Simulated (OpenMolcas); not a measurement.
**FNO-MP2/ANO-S-VDZ (Cholesky decomposition, electric field -0.005 a.u., field axis y, virtual fraction 0.5) run of GeH4O (SMILES [OH][GeH3])**

What is the energy change on altering one bond length of GeH4O at FNO-MP2/ANO-S-VDZ (Cholesky decomposition, electric field -0.005 a.u., field axis y, virtual fraction 0.5)? 

Program for the calculation: OpenMolcas 26.06.

9 further runs of the same task are left out: 2 that didn't finish, 7 set aside as unsound or not needed.

**1. The system as given**

GeH4O: 6 atoms, total charge 0, spin state singlet. As SMILES, `[OH][GeH3]`. Geometry: a GFN2-xTB relaxation, a rough one for these elements and not checked as a minimum.

Bond lengths: O1–Ge2 1.735 Å, O1–H3 0.955 Å, Ge2–H4 1.486 Å, Ge2–H5 1.502 Å, Ge2–H6 1.502 Å. Angles: O1–Ge2–H4 102.2°, O1–Ge2–H5 109.4°, O1–Ge2–H6 109.6°, Ge2–O1–H3 118.3°, H4–Ge2–H5 112.6°, H4–Ge2–H6 112.5°, H5–Ge2–H6 110.2°.

**2. The energy at FNO-MP2/ANO-S-VDZ (Cholesky decomposition, electric field -0.005 a.u., field axis y, virtual fraction 0.5)**

Input file test.inp:

```
&GATEWAY
  Coord
  6
  bohr
  O      0.81768449    -2.19465233     0.78444421
  Ge    -0.51929674     0.55739362    -0.39177802
  H      2.35236887    -2.06567852     1.72382707
  H     -2.81325418    -0.40666906    -1.69421506
  H      1.30345749     1.80183496    -2.17613302
  H     -1.14094105     2.30779024     1.75385482
  Basis = ANO-S-VDZ
  Group = NoSym

&SEWARD
  Low

&FFPT
  Dipole
  Y 0.005

&SCF
  PrOrbitals = 0

&MBPT2
  FNOMP2 = 0.5
  DoMP2
  Frozen = 10
```

Run with:

```
$ export MOLCAS_MEM=1860
$ pymolcas test.inp > test.log
```

The program printed, shortened:

```text
--- Start Module: gateway ---
[...]
--- Stop Module: gateway /rc=_RC_ALL_IS_WELL_ ---
[...]
      Basis functions           39
[...]
--- Start Module: scf ---
[...]
       Convergence after  10 Iterations
[...]
::    Total SCF energy                              -2152.5197807757
[...]
      Total spin, S                                     0.0000000000
[...]
      Total electronic charge=   44.000000
      Total            charge=   -0.000000
[...]
      Dipole Moment (debye):
      Origin of the operator (angstrom)=   -0.1442    0.0437   -0.0947
                   X=  7.9628E-01               Y=  1.9714E+00               Z=  2.1470E-01           Total=  2.1369E+00
      Quadrupole Moment (debye*angstrom):
[...]
--- Stop Module: scf /rc=_RC_ALL_IS_WELL_ ---
--- Start Module: mbpt2 ---
[...]
WARNING!
Default frozen orbitals as non valence orbitals is overwritten by user input.
Default values:  15
[...]
       Reference weight ( Cref**2 )         =        0.93811
::    Total MBPT2 energy                            -2152.6843522454
[...]
--- Stop Module: mbpt2 /rc=_RC_ALL_IS_WELL_ ---
[...]
```

Wall time 2.3 s (1 thread of Arm Neoverse V2, shared host); peak memory 0.25 GiB.

**3. The distorted shape, same level**

Input file test.inp:

```
>>> EXPORT MOLCAS_PRINT=2

&gateway
 coord
 6
 bohr
 O      0.75551628    -2.01960133     0.99902072
 Ge    -0.58146495     0.73244462    -0.17720151
 H      2.29020066    -1.89062752     1.93840358
 H     -2.87542239    -0.23161806    -1.47963855
 H      1.24128928     1.97688596    -1.96155650
 H     -1.14094105     2.30779024     1.75385482
 basis=ANO-S-VDZ
 group=NoSym

&seward
 low

&ffpt
 dipole
 Y 0.005

&scf
 prorbitals=0

&mbpt2
 fnomp2=0.5
 domp2
 frozen=10
```

Run with:

```
$ export MOLCAS_MEM=1860
$ pymolcas test.inp > test.log
```

The program printed, shortened:

```text
--- Start Module: gateway ---
[...]
--- Stop Module: gateway /rc=_RC_ALL_IS_WELL_ ---
[...]
      Basis functions           39
[...]
--- Start Module: scf ---
[...]
       Convergence after  10 Iterations
[...]
::    Total SCF energy                              -2152.5036417838
[...]
      Total spin, S                                     0.0000000000
[...]
      Total electronic charge=   44.000000
      Total            charge=   -0.000000
[...]
      Dipole Moment (debye):
      Origin of the operator (angstrom)=   -0.1768    0.1353    0.0176
                   X=  7.2449E-01               Y=  2.1532E+00               Z=  4.0929E-01           Total=  2.3084E+00
      Quadrupole Moment (debye*angstrom):
[...]
--- Stop Module: scf /rc=_RC_ALL_IS_WELL_ ---
--- Start Module: mbpt2 ---
[...]
WARNING!
Default frozen orbitals as non valence orbitals is overwritten by user input.
Default values:  15
[...]
       Reference weight ( Cref**2 )         =        0.93922
::    Total MBPT2 energy                            -2152.6671857321
[...]
--- Stop Module: mbpt2 /rc=_RC_ALL_IS_WELL_ ---
[...]
```

It took 2.3 s on 1 thread of Arm Neoverse V2, shared host; peak memory 0.25 GiB.

**4. Outcome**

Level: FNO-MP2/ANO-S-VDZ (Cholesky decomposition, electric field -0.005 a.u., field axis y, virtual fraction 0.5), 10 core orbitals frozen.

```
                                                          quantity           value
                                         first shape: total energy  -2152.68435 Eh
                   first shape: dipole moment (mean-field density)          2.14 D
                first shape: HOMO–LUMO gap (Hartree–Fock orbitals)        14.71 eV
         first shape: correlation energy (10 core orbitals frozen)      -164.6 mEh
                                     distorted shape: total energy  -2152.66719 Eh
               distorted shape: dipole moment (mean-field density)          2.31 D
            distorted shape: HOMO–LUMO gap (Hartree–Fock orbitals)        14.79 eV
     distorted shape: correlation energy (10 core orbitals frozen)      -163.5 mEh
energy change with the Ge2–H6 bond shortened from 1.502 to 1.352 Å        0.467 eV
```

What this shows: With the Ge2–H6 bond shortened from 1.502 to 1.352 Å the energy rises by 0.47 eV (45.1 kJ/mol). The first shape isn't relaxed at this level, so the change isn't measured from a minimum. Mulliken charges (first shape) of the mean-field density run from -0.90 on O1 to +1.03 on Ge2.
